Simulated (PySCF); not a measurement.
# BNH3OF (SMILES NB(O)F): levels of theory compared

Aim: a comparison of 4 runs (HF/6-31+G*, HF-D4/6-311++G**, HF-D4/x2c-TZVPPall) of BNH3OF. The job is set up through a Python script.

The calculation is run with PySCF 2.14.0.

## 1. The structure to begin with

BNH3OF: 7 atoms, total charge 0, spin state singlet. SMILES: `NB(O)F`. The shape is that of a PBE0-D4/def2-TZVP optimisation. This is one conformer, not always the lowest.

Bond lengths: N1–B2 1.406 Å, B2–O3 1.363 Å, B2–F4 1.337 Å, N1–H5 1.004 Å, N1–H6 1.003 Å, O3–H7 0.957 Å. Angles: N1–B2–O3 125.7°, N1–B2–F4 118.3°, O3–B2–F4 116.0°, B2–N1–H5 121.1°, B2–N1–H6 124.7°, B2–O3–H7 114.6°, H5–N1–H6 114.2°.

## 2. A single-point energy at HF/6-31+G(d) (density fitting, spherical functions, IEF-PCM methanol) (run 1)

Input file input.py:

```python
# NB(O)F
from pyscf import gto, solvent

mol = gto.Mole()
mol.atom = '''
N
B 1 1.406194
O 2 1.363324 1 125.71711
F 2 1.337002 3 116.00091 1 -179.98159
H 1 1.004008 2 121.05448 4 0.01506
H 1 1.002539 5 114.21939 2 -179.9679
H 3 0.957441 2 114.61203 4 -179.97068
'''
mol.basis = '6-31+g*'
mol.symmetry = True
mol.spin = 0
mol.max_memory = 1860
mol.verbose = 4
mol.build()

mf = mol.RHF()
mf = mf.density_fit()
mf = mf.PCM()
mf.with_solvent.method = 'IEF-PCM'
mf.with_solvent.eps = 32.613
mf.init_guess = 'mod_huckel'
mf.kernel()

e_tot = mf.e_tot
print('E(%s) = %.9f' % ('HF', e_tot))
```

Run with:

```console
$ OMP_NUM_THREADS=1 python input.py
```

Standard output:

```text
PySCF version 2.14.0

[... 43 lines left out ...]
WARN: PCM is an experimental feature. It is still in testing.
[... 88 lines left out ...]
Atomic HF for atom  O  converged. SCF energy = -74.2686771030737
[... 39 lines left out ...]
Solvent Energy = -0.0227259198905465
[... 11 lines left out ...]
Solvent Energy = -0.0163971721396703
[... 11 lines left out ...]
Solvent Energy = -0.0176991980805718
[... 11 lines left out ...]
Solvent Energy = -0.0177058864805058
[... 9 lines left out ...]
converged SCF energy = -255.367334986233
E(HF) = -255.367334986
```

Run time: 12 s. Hardware: 1 thread of Arm Neoverse V1, shared host; peak memory 0.27 GiB.

## 3. A stability test at HF-D4/6-311++G(d,p) (sfX2C, density fitting with cc-pvqz-jkfit) (run 2)

Input file job.py:

```python
# NB(O)F
from pyscf import gto

molecule = gto.M(
    atom='''
N     -0.531800     0.753400    -0.032100
B      0.039300    -0.505700    -0.288800
O      1.106300    -1.044300     0.367000
F     -0.494800    -1.258200    -1.256300
H     -1.320400     1.081700    -0.559700
H     -0.210100     1.394300     0.668500
H      1.472700    -0.489200     1.055700
''',
    spin=0,
    verbose=4,
    charge=0,
    max_memory=1860,
    basis='6-311++g**',
)

mf = molecule.RHF()
mf = mf.sfx2c1e()
mf = mf.density_fit(auxbasis='cc-pvqz-jkfit')
mf.disp = 'd4'
mf.kernel()

energy = mf.e_tot
print('Final energy', energy)
mo_i, mo_e, stable_i, stable_e = mf.stability(internal=True, external=True, return_status=True)
print('stable: internal', stable_i, 'external', stable_e)
```

Run with:

```console
$ OMP_NUM_THREADS=1 python job.py
```

Standard output:

```text
PySCF version 2.14.0

[... 68 lines left out ...]
converged SCF energy = -255.608108155136
Final energy -255.60810815513608
[... 6 lines left out ...]
stable: internal True external True
```

Run time: 43 s. Hardware: 1 thread of Arm Neoverse V1, shared host; peak memory 0.2 GiB.

Run 3 isn't shown in full; the table further down has it.

## 4. A stability test at HF-D4/x2c-TZVPPall (sfX2C, density fitting with cc-pvqz-jkfit) (run 4)

Input file input.py:

```python
from pyscf import gto

molecule = gto.Mole()
molecule.atom = '''
N   -0.531800   0.753400  -0.032100
B    0.039300  -0.505700  -0.288800
O    1.106300  -1.044300   0.367000
F   -0.494800  -1.258200  -1.256300
H   -1.320400   1.081700  -0.559700
H   -0.210100   1.394300   0.668500
H    1.472700  -0.489200   1.055700
'''
molecule.basis = 'x2c-tzvppall'
molecule.max_memory = 1860
molecule.verbose = 4
molecule.build()

mf = molecule.RHF()
mf = mf.sfx2c1e()
mf = mf.density_fit(auxbasis='cc-pvqz-jkfit')
mf.disp = 'd4'
mf.kernel()

energy = mf.e_tot
print('Final energy', energy)
mo_i, mo_e, stable_i, stable_e = mf.stability(internal=True, external=True, return_status=True)
print('stable: internal', stable_i, 'external', stable_e)
```

Run with:

```console
$ OMP_NUM_THREADS=1 python input.py
```

Standard output:

```text
PySCF version 2.14.0

[... 68 lines left out ...]
converged SCF energy = -255.656086516542
Final energy -255.65608651654205
[... 6 lines left out ...]
stable: internal True external True
```

Wall time 2.8 min (1 thread of Arm Neoverse V1, shared host); peak memory 0.29 GiB.

## 5. All runs side by side

```
run                                                                level       task  integral approximation  energy (Eh)  dipole moment (D)  HOMO energy (eV)  LUMO energy (eV)  wall time
  1  HF/6-31+G* (density fitting, spherical functions, IEF-PCM methanol)     energy                    auto  -255.367335               4.67            -11.57              1.51       12 s
  2         HF-D4/6-311++G** (sfX2C, density fitting with cc-pvqz-jkfit)  stability           cc-pvqz-jkfit  -255.608108               3.92            -11.91              0.92       43 s
  3              HF-D4/x2c-TZVPPall (density fitting with cc-pvqz-jkfit)  stability           cc-pvqz-jkfit  -255.470537               3.76            -11.87              2.84    2.8 min
  4       HF-D4/x2c-TZVPPall (sfX2C, density fitting with cc-pvqz-jkfit)  stability           cc-pvqz-jkfit  -255.656087               3.75            -11.87              2.84    2.8 min
```

## 6. Outcome

| quantity | value |
| --- | --- |
| run 4: total energy | -255.65609 Eh |
| run 4: dipole moment | 3.75 D |
| run 4: HOMO energy | -11.87 eV |
| run 4: LUMO energy | 2.84 eV |
| run 4: HOMO–LUMO gap | 14.70 eV |
| run 4: dispersion energy | -34.00 kJ/mol |

In words: The dipole moment (its size) runs from 3.75 D (HF-D4/x2c-TZVPPall) to 4.67 D (HF/6-31+G*). The two ends differ in basis and solvent and Hamiltonian. The HOMO–LUMO gap runs from 12.83 eV (HF-D4/6-311++G**) to 14.71 eV (HF-D4/x2c-TZVPPall). The two ends differ in basis and Hamiltonian. In run 3 relativity is left out where basis or elements ask for it. All runs together took 6.5 min, the longest 2.8 min.
